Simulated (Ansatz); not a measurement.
Working through a test of scalar relativity of OZn (charge +1)

Program: Ansatz's Python interface.

Contents of `ozn.xyz`:
```text
2

Zn    0.00000    0.00000    0.00000
O     0.00000    0.00000    1.89000
```

The cells in order, each with its output:

**Cell 1**
```python
import ansatz as az
import numpy as np
```

**Cell 2**
```python
FUNCTIONAL = "B3LYP"
NET_CHARGE = 1
```

**Cell 3**
```python
system = az.Crystal.molecule_from_extxyz("ozn.xyz")

model = (
    system.calculation()
    .functional(FUNCTIONAL)
    .charge(NET_CHARGE)
    .spin("collinear", total=1)  # two spin channels
    .forces()  # minus the gradient of the free energy
)
# a set contracted for a scalar-relativistic Hamiltonian goes with the relativistic run
sets = {"none": "cc-pVTZ", "scalar": "cc-pVTZ-DK"}
found = {kind: model.basis(gaussian=basis).pseudopotentials(relativity=kind).run(threads=1).report for kind, basis in sets.items()}
for kind, each in found.items():
    dipole = 4.803205 * np.linalg.norm(each["charge_distribution"]["dipole_moment_e_ang"])
    print(f"{kind:7s} E = {each['free_energy_ev']:.4f} eV  dipole {dipole:.3f} D  largest force component {np.abs(each['forces_ev_ang']).max():.4f} eV/A")
print(f"relativity lowers the total energy by {found['none']['free_energy_ev'] - found['scalar']['free_energy_ev']:.3f} eV")
```
Output:
```text
none    E = -50458.1088 eV  dipole 4.358 D  largest force component 1.2368 eV/A
scalar  E = -50908.1946 eV  dipole 4.128 D  largest force component 1.3737 eV/A
relativity lowers the total energy by 450.086 eV
```

Reading the output:
- Total energies depend on the basis set; only differences at equal settings carry meaning.
- The geometry is a force-field or estimated start, not a minimum of this method. The basis set changes with the Hamiltonian (a set recontracted for scalar relativity), and most of the change in the total lies in the cores.
- The run takes the species as open-shell (spin multiplicity 2), which needn't be its ground state.
- The expectation value of S² is noticeably off S(S+1) in at least one run, so that state is spin-contaminated.
- An ion's dipole depends on the origin; the program takes it about the centre of nuclear charge.
- b3lyp holds the VWN-RPA fit, as in Gaussian; the form of ORCA and Turbomole is b3lyp5.
- The spin state was assumed, and another may lie lower.
- Run time: 24 s on 1 thread of Arm Neoverse V2 (shared host), peak memory 0.33 GiB.
